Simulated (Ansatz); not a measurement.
# In4Ru: the cost of one run

Method: DFT PBE, scalar-relativistic, plane waves, PAW, unless a step names another level, in Ansatz 0.2.0.

2 further runs of the same task are left out: 2 set aside as unsound or not needed.

## (1) The system as given

Symmetry: Im-3m, No. 229, cubic system. The conventional cell has a = 6.274 Å, b = 6.274 Å, c = 6.274 Å, α = 90.00°, β = 90.00°, γ = 90.00°. In (site symmetry -3m) is surrounded by 2 Ru at 2.72 Å. Ru (site symmetry m-3m) has 8 In at 2.72 Å as nearest neighbours.

Structure file:

```cif
data_structure
_symmetry_space_group_name_H-M 'P 1'
_symmetry_Int_Tables_number 1
_cell_length_a 5.4332
_cell_length_b 5.4332
_cell_length_c 5.4332
_cell_angle_alpha 109.471
_cell_angle_beta 109.471
_cell_angle_gamma 109.471
_cell_volume 123.47
loop_
_atom_site_label
_atom_site_type_symbol
_atom_site_fract_x
_atom_site_fract_y
_atom_site_fract_z
_atom_site_occupancy
In1 In 0.50000 0.50000 0.50000 1
In2 In 0.00000 0.00000 0.50000 1
In3 In 0.50000 0.00000 0.00000 1
In4 In 0.00000 0.50000 0.00000 1
Ru1 Ru 0.00000 0.00000 0.00000 1
```

It came out lowest among 15 distinct ends of the trial cells. At a tolerance of 0.05 Å it has space group Im-3m (No. 229).

## (2) Tight relaxation for the response runs, on the response runs' mesh and smearing

File input.yaml:

```yaml
crystal:
  lattice:
    - [-3.1368617872, 3.1368617872, 3.1368617872]
    - [3.1368617872, -3.1368617872, 3.1368617872]
    - [3.1368617872, 3.1368617872, -3.1368617872]
  atoms:
    - { symbol: In, position: [0.5, 0.5, 0.5] }
    - { symbol: In, position: [0.0, 0.0, 0.5] }
    - { symbol: In, position: [0.5, 0.0, 0.0] }
    - { symbol: In, position: [0.0, 0.5, 0.0] }
    - { symbol: Ru, position: [0.0, 0.0, 0.0] }
basis:
  ecutwfc: 420
kpoints:
  mp_grid: { grid: [8, 8, 8] }
hamiltonian:
  xc: pbe
scf:
  occupations: { method: gaussian, width: 0.1 }
output:
  forces: true
  stress: true
  eigenvalues: true
relax:
  adjacent_minimum: "off"
  f_tol: 0.001
  max_steps: 60
  cell: { stress_tol: 0.01 }
```

Started as:

```bash
$ ansatz run input.yaml --threads 3 --pin off --max-ram 7680MiB --backend cpu --events-out ev --progress --plain --runs-dir out
```

Q: Estimate wall time and peak memory on 3 threads of Intel Xeon Platinum 8488C (Sapphire Rapids), shared host.

About 5.9 s, with a peak of 0.59 GiB.
